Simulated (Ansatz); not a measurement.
# AlCu (rocksalt type): the cost of one run

Program: Ansatz 0.2.0. Level of theory: DFT LDA, with the methods named in each step. These are calculated values, not measurements.

### Step 1. Starting point

The structure is cubic, space group Fm-3m (No. 225). The conventional cell has a = 4.928 Å, b = 4.928 Å, c = 4.928 Å, α = 90.00°, β = 90.00°, γ = 90.00°. Around Cu (site symmetry m-3m) lie 6 Al at 2.46 Å. Around Al (site symmetry m-3m) lie 6 Cu at 2.46 Å.

Structure file:

```cif
data_structure
_symmetry_space_group_name_H-M 'Fm-3m'
_symmetry_Int_Tables_number 225
_cell_length_a 4.9283
_cell_length_b 4.9283
_cell_length_c 4.9283
_cell_angle_alpha 90.000
_cell_angle_beta 90.000
_cell_angle_gamma 90.000
_cell_volume 119.70
loop_
_atom_site_label
_atom_site_type_symbol
_atom_site_symmetry_multiplicity
_atom_site_Wyckoff_symbol
_atom_site_fract_x
_atom_site_fract_y
_atom_site_fract_z
_atom_site_occupancy
Cu1 Cu 4 a 0.00000 0.00000 0.00000 1
Al1 Al 4 b 0.50000 0.00000 0.00000 1
```

The file gives the conventional cell by its symmetry; the runs use the cell typed in the input.

Whether this phase is the stable one at these pressures isn't tested.

Atoms are numbered in the order of the input: Cu1, Al2.

### Step 2. The reference volume, LAPW

The input, input.yaml:

```yaml
crystal:
  lattice:
    - [0.0, 2.4641311646, 2.4641311646]
    - [2.4641311646, 0.0, 2.4641311646]
    - [2.4641311646, 2.4641311646, 0.0]
  atoms:
    - { symbol: Cu, position: [0.0, 0.0, 0.0] }
    - { symbol: Al, position: [0.5, 0.5, 0.5] }
kpoints:
  mp_grid: { grid: [14, 14, 14] }
  band_path:
    path:
      - [0.0, 0.0, 0.0]
      - [0.5, 0.0, 0.5]
      - [0.625, 0.25, 0.625]
      - [0.375, 0.375, 0.75]
      - [0.0, 0.0, 0.0]
      - [0.5, 0.5, 0.5]
      - [0.5, 0.25, 0.75]
      - [0.5, 0.0, 0.5]
    npoints: 14
scf:
  occupations: { method: fermi_dirac, width: 0.08 }
hamiltonian:
  xc: lda
  pseudopotentials: { kind: all_electron, lapw: { basis_error: 0.001 } }
output:
  forces: true
  stress: true
  eigenvalues: true
  populations: true
  dos: { projected: true, de: 0.2, e_range: [-14, 8] }
```

Launch:

```sh
ansatz run input.yaml --threads 1 --pin off --max-ram 2048MiB --backend cpu --events-out ev --progress --plain --runs-dir out
```

Q: Estimate wall time and peak memory on 1 thread of Arm Neoverse V2, shared host.

About 23 s, with a peak of 0.4 GiB.
